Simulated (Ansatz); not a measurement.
A first try at a single point from an input written key by key of C₂H₄FGeN, SMILES N#C[CH2][GeH2][F], using Ansatz 0.2.0, Python API.

`c2h4fgen.py`:
```python
"""Run C2H4FGeN from an input written out key by key."""

import ansatz as az

deck = {
    "crystal": {
        "periodic": [False, False, False],
        "atoms": [
            {"symbol": "N", "position_ang": [1.3852, -2.2899, 0.8907]},
            {"symbol": "C", "position_ang": [1.1111, -1.2005, 0.4387]},
            {"symbol": "C", "position_ang": [0.802, 0.1284, -0.13]},
            {"symbol": "Ge", "position_ang": [-1.0113, 0.4467, -0.1283]},
            {"symbol": "F", "position_ang": [-1.4159, 2.0186, -0.8095]},
            {"symbol": "H", "position_ang": [1.2218, 0.1978, -1.1556]},
            {"symbol": "H", "position_ang": [1.3572, 0.9032, 0.5089]},
            {"symbol": "H", "position_ang": [-1.7393, -0.6278, -1.0001]},
            {"symbol": "H", "position_ang": [-1.6223, 0.3772, 1.3681]},
        ],
    },
    "basis": {"gaussian": {"orbitals": "def2-SVP"}},
    "hamiltonian": {"xc": "r2scan"},
    "scf": {"xc": "pbe0"},
}
session = az.Session.from_dict(deck)
rep = session.plan(threads=1).execute().report

print(f"E = {rep['free_energy_ev']:.6f} eV = {rep['free_energy_ev'] / 27.211386246:.7f} Ha")
print("converged:", rep["converged"], " doubts:", rep["published_state_doubts"] or "none")
symbols = ["N", "C", "C", "Ge", "F", "H", "H", "H", "H"]
```

```console
$ python c2h4fgen.py
Traceback (most recent call last):
  File "c2h4fgen.py", line 24, in <module>
    session = az.Session.from_dict(deck)
ansatz.RefusalError: scf.xc: unknown field `xc`, expected one of max_iter, algorithm, n_extra_bands, self_checks, convergence, lower_state_search, omitted_lower_state_checks, lower_solution_reach, mixing, occupations, eigensolver, initial_density, exx
$ echo $?
1
```

Find the fault and give the corrected script.

The fault: key in wrong section. The correction:

```diff
--- before
+++ after
@@ -21,3 +21,2 @@
     "hamiltonian": {"xc": "r2scan"},
-    "scf": {"xc": "pbe0"},
 }
```

After the fix:

Running `python c2h4fgen.py` prints:
```text
E = -62848.684568 eV = -2309.6465575 Ha
converged: True  doubts: none
```

Notes:
- Total energies depend on the basis set; only differences at equal settings carry meaning.
- The geometry is a force-field or estimated start, not a minimum of this method, and the basis set is short of its limit.
- Finished in 7.9 s on 1 thread of Arm Neoverse V1 (shared host), peak memory 0.2 GiB.

(Lines on the test bed's own set-up are left out of the output.)
